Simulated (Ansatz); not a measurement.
Geometry optimisation, DFT PBE, scalar-relativistic, plane waves, PAW in Ansatz.

input.yaml

```yaml
crystal:
  lattice:
    - [0.0, 4.026, 4.026]
    - [4.026, 0.0, 4.026]
    - [4.026, 4.026, 0.0]
  atoms:
    - { symbol: Mg, position: [0.0, 0.0, 0.0] }
    - { symbol: O, position: [0.25, 0.25, 0.25] }
    - { symbol: Mg, position: [0.0, 0.0, 0.5] }
    - { symbol: O, position: [0.25, 0.25, 0.75] }
    - { symbol: Mg, position: [0.0, 0.5, 0.0] }
    - { symbol: O, position: [0.25, 0.75, 0.25] }
    - { symbol: Mg, position: [0.0, 0.5, 0.5] }
    - { symbol: O, position: [0.25, 0.75, 0.75] }
    - { symbol: Mg, position: [0.5, 0.0, 0.0] }
    - { symbol: O, position: [0.75, 0.25, 0.25] }
    - { symbol: Mg, position: [0.5, 0.0, 0.5] }
    - { symbol: O, position: [0.75, 0.25, 0.75] }
    - { symbol: Mg, position: [0.5, 0.5, 0.0] }
    - { symbol: O, position: [0.75, 0.75, 0.25] }
    - { symbol: Mg, position: [0.5, 0.5, 0.5] }
    - { symbol: O, position: [0.75, 0.75, 0.75] }
    - { symbol: Mg, position: [0.63239938, 0.11773321, 0.63137144] }
basis:
  ecutwfc: 420.0
kpoints:
  mp_grid: { grid: [2, 2, 2] }
hamiltonian:
  xc: pbe
  pseudopotentials: { kind: paw, azcp: { folder: soft_1 } }
scf:
  occupations: { method: gaussian, width: 0.05 }
  lower_state_search: "off"
relax:
  f_tol: 0.03
  max_steps: 60
  adjacent_minimum: "off"
output:
  write_density: true
  write_potential: true
  elf: true
  volumetric_format: npy
```

Command:

```bash
$ ansatz run input.yaml --threads 1 --pin off --max-ram 3072MiB --backend cpu --events-out ev --progress --plain --runs-dir out
```

**Question.** Where does it end, and by what steps?

**Answer.** It converged. The force dipped under the threshold on the way, but the program's further checks kept it going. Limits of this set-up: coarse k mesh, a small cell, in which the defect meets its images. After 33 steps the energy has fallen by 6.869 eV; Mg3 moved furthest, 0.57 Å.

```json
{"step": "0", "energy less start (eV)": "0.0000", "largest force component (eV/Å)": "7.361", "accepted": "yes"}
{"step": "2", "energy less start (eV)": "-6.4965", "largest force component (eV/Å)": "0.608", "accepted": "yes"}
{"step": "4", "energy less start (eV)": "-6.7472", "largest force component (eV/Å)": "0.197", "accepted": "yes"}
{"step": "6", "energy less start (eV)": "-6.7659", "largest force component (eV/Å)": "0.100", "accepted": "yes"}
{"step": "8", "energy less start (eV)": "-6.7746", "largest force component (eV/Å)": "0.196", "accepted": "no"}
{"step": "10", "energy less start (eV)": "-6.7811", "largest force component (eV/Å)": "0.077", "accepted": "no"}
{"step": "12", "energy less start (eV)": "-6.7824", "largest force component (eV/Å)": "0.033", "accepted": "yes"}
{"step": "14", "energy less start (eV)": "-6.7827", "largest force component (eV/Å)": "0.005", "accepted": "yes"}
{"step": "16", "energy less start (eV)": "-6.7827", "largest force component (eV/Å)": "0.003", "accepted": "yes"}
{"step": "18", "energy less start (eV)": "-6.7827", "largest force component (eV/Å)": "0.005", "accepted": "yes"}
{"step": "20", "energy less start (eV)": "-6.7828", "largest force component (eV/Å)": "0.037", "accepted": "yes"}
{"step": "22", "energy less start (eV)": "-6.7814", "largest force component (eV/Å)": "0.185", "accepted": "no"}
{"step": "24", "energy less start (eV)": "-6.7863", "largest force component (eV/Å)": "0.045", "accepted": "yes"}
{"step": "26", "energy less start (eV)": "-6.8006", "largest force component (eV/Å)": "0.323", "accepted": "yes"}
{"step": "28", "energy less start (eV)": "-6.6543", "largest force component (eV/Å)": "1.744", "accepted": "no"}
{"step": "30", "energy less start (eV)": "-6.8304", "largest force component (eV/Å)": "0.614", "accepted": "no"}
{"step": "32", "energy less start (eV)": "-6.8675", "largest force component (eV/Å)": "0.054", "accepted": "yes"}
{"step": "33", "energy less start (eV)": "-6.8685", "largest force component (eV/Å)": "0.021", "accepted": "yes"}
```

```xyz
17
Lattice="0.0000 4.0260 4.0260 4.0260 0.0000 4.0260 4.0260 4.0260 0.0000" Properties=species:S:1:pos:R:3
Mg 0.035 -0.038 -0.014
O 2.057 1.972 2.085
Mg 1.683 2.348 0.330
O 3.980 4.074 2.058
Mg 2.027 -0.038 1.978
O 3.953 1.972 3.982
Mg 4.065 2.001 1.974
O 6.080 4.106 3.985
Mg 0.103 2.104 1.910
O 2.047 3.808 3.993
Mg 1.924 3.927 1.912
O 4.255 6.003 3.991
Mg 2.086 1.947 3.952
O 4.011 4.043 6.054
Mg 4.127 3.928 4.115
O 6.074 6.003 5.809
Mg 2.819 5.241 3.219
```

The run took 2.2 min on 1 thread of Arm Neoverse V2, on a shared host, peak memory 0.41 GiB.
